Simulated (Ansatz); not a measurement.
# CH₆Ge + HF: a complex and its separated parts

Aim: how far the complex at one end of a reaction step lies below its separated, relaxed parts, level by level.

Program: Ansatz 0.2.0, Gaussian basis. Level of theory: PBE0-D4/def2-TZVP structures, single points in def2-TZVPP, no counterpoise correction. These are calculated values, not measurements.

Levels: SPW92, PBE-D4, BLYP-D4, r2SCAN-D4, B97M-V, PBE0-D4, B3LYP-D4, r2SCAN0-D4, BHLYP-D4, CAM-B3LYP-D4, wB97X-V, wB97M-V, B2PLYP, PBE-QIDH, RPA on PBE, Hartree-Fock, MP2, CCSD, CCSD(T).

Cores are frozen in the correlated methods. Filled d shells of the heavier atoms are correlated. B3LYP uses VWN-RPA correlation. B2PLYP carries no dispersion term here.

94 further runs of the same task are left out: 94 set aside as unsound or not needed.

## Step 1: Where the work starts

The complex: 10 atoms, charge 0, spin multiplicity 1.

Atoms are counted from 1 here; the program's logs count them from 0.

Bond lengths: Ge1–C2 1.947 Å, Ge1–H3 1.536 Å, Ge1–H4 1.555 Å, Ge1–H5 1.536 Å, C2–H8 1.090 Å, C2–H9 1.090 Å, C2–H10 1.090 Å, H6–F7 0.928 Å. Angles: C2–Ge1–H3 112.1°, C2–Ge1–H4 109.8°, C2–Ge1–H5 111.9°, H3–Ge1–H4 106.1°, H3–Ge1–H5 109.7°, H4–Ge1–H5 107.0°, Ge1–C2–H8 110.0°, Ge1–C2–H9 110.2°, Ge1–C2–H10 110.0°, H8–C2–H9 108.8°, H8–C2–H10 109.1°, H9–C2–H10 108.7°.

Geometry (Å):

```mol
CH7FGe
  3D, bonds by distance, orders not assigned

 10  8  0  0  0  0  0  0  0  0999 V2000
   -0.5798    0.6086   -0.6553 Ge  0  0
    0.8883   -0.6666   -0.5647 C   0  0
   -0.2944    1.7485   -1.6453 H   0  0
   -0.7782    1.2821    0.7326 H   0  0
   -1.9086   -0.0712   -1.0180 H   0  0
   -0.5077    0.2531    2.0893 H   0  0
   -0.3318   -0.4213    2.7022 F   0  0
    1.0160   -1.1578   -1.5299 H   0  0
    1.8157   -0.1549   -0.3056 H   0  0
    0.6806   -1.4205    0.1948 H   0  0
  1  2  8  0
  1  3  8  0
  1  4  8  0
  1  5  8  0
  2  8  8  0
  2  9  8  0
  2 10  8  0
  6  7  8  0
M  END
```

Its parts: CH₆Ge holds atoms 1, 2, 3, 4, 5, 8, 9, 10; HF holds atoms 6, 7. Each part counts its atoms afresh in its own runs.

## Step 2: Relaxing CH₆Ge alone

Input file relax-a/in.yaml:

```yaml
crystal:
  periodic: [false, false, false]
  atoms:
    - {symbol: Ge, position_ang: [-0.579841, 0.608588, -0.655326]}
    - {symbol: C, position_ang: [0.888300, -0.666623, -0.564682]}
    - {symbol: H, position_ang: [-0.294412, 1.748474, -1.645276]}
    - {symbol: H, position_ang: [-0.778238, 1.282086, 0.732591]}
    - {symbol: H, position_ang: [-1.908574, -0.071215, -1.018011]}
    - {symbol: H, position_ang: [1.015991, -1.157801, -1.529887]}
    - {symbol: H, position_ang: [1.815656, -0.154943, -0.305615]}
    - {symbol: H, position_ang: [0.680615, -1.420548, 0.194787]}
basis:
  gaussian: {orbitals: def2-TZVP}
hamiltonian: {xc: pbe0, dispersion: d4}
relax: {f_tol: 0.005, max_steps: 200}
```

Started as:

```bash
ansatz run in.yaml --threads 4 --pin off --events-out ev --progress --plain --max-ram 9574MiB
```

Further steps of the session: Relaxing HF alone; SPW92/def2-TZVPP; PBE-D4/def2-TZVPP; BLYP-D4/def2-TZVPP; r2SCAN-D4/def2-TZVPP; B97M-V/def2-TZVPP; PBE0-D4/def2-TZVPP; B3LYP-D4/def2-TZVPP; r2SCAN0-D4/def2-TZVPP; BHLYP-D4/def2-TZVPP; CAM-B3LYP-D4/def2-TZVPP; wB97X-V/def2-TZVPP; wB97M-V/def2-TZVPP; B2PLYP/def2-TZVPP; PBE-QIDH/def2-TZVPP; RPA on PBE/def2-TZVPP; CCSD(T)/def2-TZVPP; Vibrations of CH₆Ge; Vibrations of HF.

**Question.** What will these runs give? Wanted: complex less parts, CCSD(T)/def2-TZVPP; with zero-point energy; largest T1 diagnostic.

As calculated:

| quantity | value |
| --- | --- |
| complex less parts, CCSD(T)/def2-TZVPP | -9.7 kJ/mol |
| with zero-point energy | -4.4 kJ/mol |
| largest T1 diagnostic | 0.010 |

In words: At CCSD(T) the complex lies 9.7 kJ/mol below its parts. PBE-QIDH is the best functional here (0.0 kJ/mol from CCSD(T)); SPW92 is the worst (-15.3 kJ/mol). Mean unsigned error by rung: LDA 15.3, GGA 5.6, meta-GGA 3.6, hybrid 2.7, range-separated hybrid 2.9, double hybrid 0.1 kJ/mol. PBE-D4 gives a relative energy 6.8 kJ/mol too low, an error of 71 % of the reference. No counterpoise was applied, and triple zeta lacks some correlation, so the CCSD(T) reference has a basis error of its own, and close matches with it are partly luck.
